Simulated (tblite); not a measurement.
# C5H10GeO3: the cost of one run

Programs: tblite 0.8.0 and PySCF 2.14.0, with density-fitted response routines of our own. Each step states its level of theory. These are calculated values for one molecule in the gas phase, unless marked as measured. Atoms are numbered from 0 throughout.

## 1. Starting geometry

19 atoms, charge 0, multiplicity 1; geometry from: force field or distance geometry start.

Bonds of the start (Å): O0–C1 1.22, C1–C2 1.48, C2–O3 1.42, O3–Ge4 1.80, Ge4–C5 1.95, C5–C6 1.52, C6–C7 1.51, C7–O8 1.41, C7–C5 1.51, C1–H9 1.08, C2–H10 1.12, C2–H11 1.12, Ge4–H12 1.55, Ge4–H13 1.55, C5–H14 1.12, C6–H15 1.13, C6–H16 1.11, C7–H17 1.11, O8–H18 0.99.

## 2. Optimising the geometry with GFN2-xTB

The job: settings as JSON, then the geometry in Å.

```
{"job": {"kind": "relax", "xc": "GFN2-xTB", "basis": "xTB"}, "charge": 0, "multiplicity": 1}
O      3.910100     0.869200     1.081300
C      3.574500    -0.047400     0.342800
C      2.154800    -0.260600    -0.012600
O      1.688800     0.872800    -0.736800
Ge    -0.038100     0.583200    -1.152200
C     -1.166400     0.805700     0.428100
C     -1.436900    -0.492600     1.167300
C     -2.544600     0.188200     0.394200
O     -2.860500    -0.474200    -0.804900
H      4.335800    -0.729800    -0.018800
H      2.072900    -1.177400    -0.643200
H      1.560100    -0.400200     0.924500
H     -0.473000     1.628400    -2.212300
H     -0.211200    -0.835800    -1.760800
H     -1.058300     1.704400     1.088600
H     -1.533900    -0.383900     2.284000
H     -1.036600    -1.416200     0.703500
H     -3.357400     0.678900     0.969600
H     -3.589900    -1.103600    -0.566400
```

Started as:

```bash
$ OMP_NUM_THREADS=1 python probes_run.py task.json out
```

This one command runs all jobs of the session in turn.

Q: Estimate the wall time and peak memory of this first job on 1 thread of Arm Neoverse V1, shared host.

About 1.4 s, with a peak of 0.18 GiB.
